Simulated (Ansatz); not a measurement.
The system is SiO.

```
CELL_PARAMETERS angstrom
2.80697 0.00000 0.00000
0.00000 2.80697 0.00000
0.00000 0.00000 2.80697
ATOMIC_POSITIONS crystal
Si 0.00000 0.00000 0.00000
O 0.50000 0.50000 0.50000
```

The cell was built by a generator and needn't be a form met in nature.

Base run:

| Item | Value |
| --- | --- |
| Program | Ansatz 0.2.0 |
| Functional | RPBE |
| Potentials or basis | Ansatz PAW |
| Cutoff | 420 eV |
| Density cutoff | 1680 eV |
| k mesh | 9 × 9 × 9 |
| Occupations | fermi-dirac, width 0.05 eV |
| Spin | no spin polarisation |

Its results: band gap on the k mesh none (metal or under the smearing width); pressure 2.8 GPa.

**Question.** The run is repeated on the same cell with these changes: functional from RPBE to revPBE. What comes out?

**Answer.** Band gap on the k mesh none (metal or under the smearing width); pressure 2.1 GPa.

Caveats: the potentials were made for another functional, which shifts forces and pressure; the PAW data sets come from PBE, with cores solved anew for the run's functional, which leaves a small shift of forces and pressure.

Not every run made on this cell is shown here.
